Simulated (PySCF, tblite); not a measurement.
# C6H6OS2− (doublet): geometry, infrared bands and EPR parameters

Aim: predict the infrared bands and EPR parameters of C6H6OS2− (doublet) (`C[C]([S-])C1=CC(=O)CS1`).

The runs use tblite 0.8.0 and PySCF 2.14.0, with density-fitted response routines of our own; the level of theory stands in each step. All values are computed, except where a source is named. Atoms count from 0, in the outputs and in this text.

**1. The starting structure**

15 atoms, charge -1, multiplicity 2; geometry from: force field or distance geometry start.

Bonds of the start (Å): C0–C1 1.49, C1–S2 1.73, C1–C3 1.46, C3–C4 1.34, C4–C5 1.46, C5–O6 1.23, C5–C7 1.51, C7–S8 1.81, S8–C3 1.75, C0–H9 1.09, C0–H10 1.11, C0–H11 1.10, C4–H12 1.07, C7–H13 1.09, C7–H14 1.08.

**2. Optimising the geometry with GFN2-xTB**

Job settings and geometry (Å):

```
{"job": {"kind": "relax", "xc": "GFN2-xTB", "basis": "xTB"}, "charge": -1, "multiplicity": 2}
C     -2.573000     0.435300     0.182000
C     -1.511900    -0.602100     0.260400
S     -1.932800    -2.227000     0.677000
C     -0.111500    -0.241000     0.079900
C      0.809600    -1.035800    -0.479800
C      2.129100    -0.401700    -0.515500
O      3.109000    -0.939600    -1.031400
C      2.193500     0.958200     0.141100
S      0.483300     1.307100     0.624800
H     -2.375100     1.150700    -0.617300
H     -3.570100     0.007600    -0.034300
H     -2.662400     0.990000     1.126200
H      0.637900    -2.021700    -0.871300
H      2.540000     1.699200    -0.583200
H      2.829800     0.929000     1.019400
```

The run is started by

```bash
> OMP_NUM_THREADS=1 python probes_run.py task.json out
```

One launch serves the whole session: the jobs run in the order shown.

**Question.** This job is followed by: GFN2-xTB harmonic vibrations, gas phase; UKS B3LYP, pcH-1 on C H O S, non-relativistic, mean-field spin-orbit, GIAO. What will the session give for the following? strongest single infrared mode (GFN2-xTB); zero-point energy (GFN2-xTB); g(iso) (B3LYP); ⟨S²⟩; largest a(iso) (averaged by class).

**Answer**, as computed:

| quantity | value |
| --- | --- |
| strongest single infrared mode (GFN2-xTB) | 1652 cm⁻¹, 1089 km/mol |
| zero-point energy (GFN2-xTB) | 63.9 kcal/mol |
| g(iso) (B3LYP) | 2.01247 |
| ⟨S²⟩ | 0.755 (exact 0.75) |
| largest a(iso) (averaged by class) | 1H on H13, H14, 17.2 MHz |

What this shows: The optimisation took 65 steps and gained 0.589 eV; among the close pairs (by a distance rule), C1–C3 changed most, from 1.457 to 1.385 Å. All 39 modes are real, so the xTB geometry is a minimum. The strongest single mode, at 1652 cm⁻¹, moves mainly C5. Unscaled tight-binding wavenumbers are off by several per cent, some by more. Its intensities can rank the bands wrongly. S2 carries the largest spin population, 0.39 e. The isotropic g lies 10.2 ppt above the free-electron value.
